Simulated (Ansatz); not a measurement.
# CH₆FNO₂Si: one species, many methods

An exercise on one series of results from a longer session: the logs are not shown, and one member is left open.

Method: functionals in def2-TZVPP, the program's frozen cores in correlated methods; program: Ansatz 0.2.0, Gaussian basis.

Plan: PBE-D4, r2SCAN-D4, PBE0-D4, B3LYP-D4, ωB97X-V, ωB97M-V, B2PLYP; CCSD(T)/def2-TZVPP; MP2/def2-QZVPP; extrapolation to the limit.

## The geometry

All runs share one geometry, relaxed beforehand with PBE0-D4 in a triple-zeta def2 set.

12 atoms, charge 0, spin multiplicity 1.

Atoms are counted from 1 here; the program's logs count them from 0.

Bond lengths: N1–C2 1.419 Å, N1–H7 1.012 Å, N1–H8 1.012 Å, C2–O3 1.374 Å, C2–F4 1.380 Å, C2–O5 1.366 Å, O3–H9 0.963 Å, O5–Si6 1.669 Å, Si6–H10 1.481 Å, Si6–H11 1.482 Å, Si6–H12 1.482 Å. Angles: C2–N1–H7 109.5°, C2–N1–H8 110.0°, H7–N1–H8 109.0°, N1–C2–O3 111.2°, N1–C2–F4 105.9°, N1–C2–O5 114.5°, O3–C2–F4 109.2°, O3–C2–O5 108.1°, F4–C2–O5 107.8°, C2–O3–H9 107.4°, C2–O5–Si6 124.1°, O5–Si6–H10 103.9°, O5–Si6–H11 111.0°, O5–Si6–H12 111.2°, H10–Si6–H11 109.7°, H10–Si6–H12 110.6°, H11–Si6–H12 110.2°.

Set-up of the first run:

File in.yaml:

```yaml
crystal:
  periodic: [false, false, false]
  atoms:
    - {symbol: N, position_ang: [-1.384912, 1.108098, 0.981034]}
    - {symbol: C, position_ang: [-0.192415, 0.649093, 0.364690]}
    - {symbol: O, position_ang: [-0.102420, 1.088911, -0.933608]}
    - {symbol: F, position_ang: [0.844540, 1.188124, 1.098375]}
    - {symbol: O, position_ang: [-0.042647, -0.709077, 0.363734]}
    - {symbol: Si, position_ang: [0.983818, -1.537368, -0.659554]}
    - {symbol: H, position_ang: [-2.180624, 0.638137, 0.568675]}
    - {symbol: H, position_ang: [-1.361347, 0.907194, 1.972571]}
    - {symbol: H, position_ang: [-0.292727, 2.033213, -0.932011]}
    - {symbol: H, position_ang: [1.086358, -2.882540, -0.048309]}
    - {symbol: H, position_ang: [0.403600, -1.648343, -2.019007]}
    - {symbol: H, position_ang: [2.315578, -0.890643, -0.722388]}
basis:
  gaussian: {orbitals: def2-TZVPP}
hamiltonian: {xc: pbe, dispersion: d4}
output: {forces: true, orbitals: {seedname: orbitals}}
```

Launch:

```
> ansatz run in.yaml --threads 4 --pin off --events-out ev --progress --plain --max-ram 10444MiB
```

Steps of the session up to this table: PBE-D4 (GGA); r2SCAN-D4 (meta-GGA); PBE0-D4 (hybrid); B3LYP-D4 (hybrid); ωB97X-V (range-separated); ωB97M-V (range-separated); B2PLYP (double hybrid); CCSD(T) in def2-TZVPP; MP2 in def2-QZVPP.

One of the session's tables, all rows but one given; the rest of the session is left out.

```
            method  atomisation energy (eV)
            PBE-D4                   46.599
         r2SCAN-D4                   45.597
           PBE0-D4                   45.357
          B3LYP-D4                   45.459
           ωB97X-V                   45.871
           ωB97M-V                   45.835
            B2PLYP                        ?
     HF/def2-TZVPP                   31.092
    MP2/def2-TZVPP                   45.310
   CCSD/def2-TZVPP                   43.465
CCSD(T)/def2-TZVPP                   44.250
           MP2/CBS                   46.736
       CCSD(T)/CBS                   45.676
```

Q: Estimate the row for B2PLYP from the others.

As computed: atomisation energy (eV): 45.004. In the column «atomisation energy (eV)» it lies between CCSD(T)/def2-TZVPP (44.250) and MP2/def2-TZVPP (45.310).
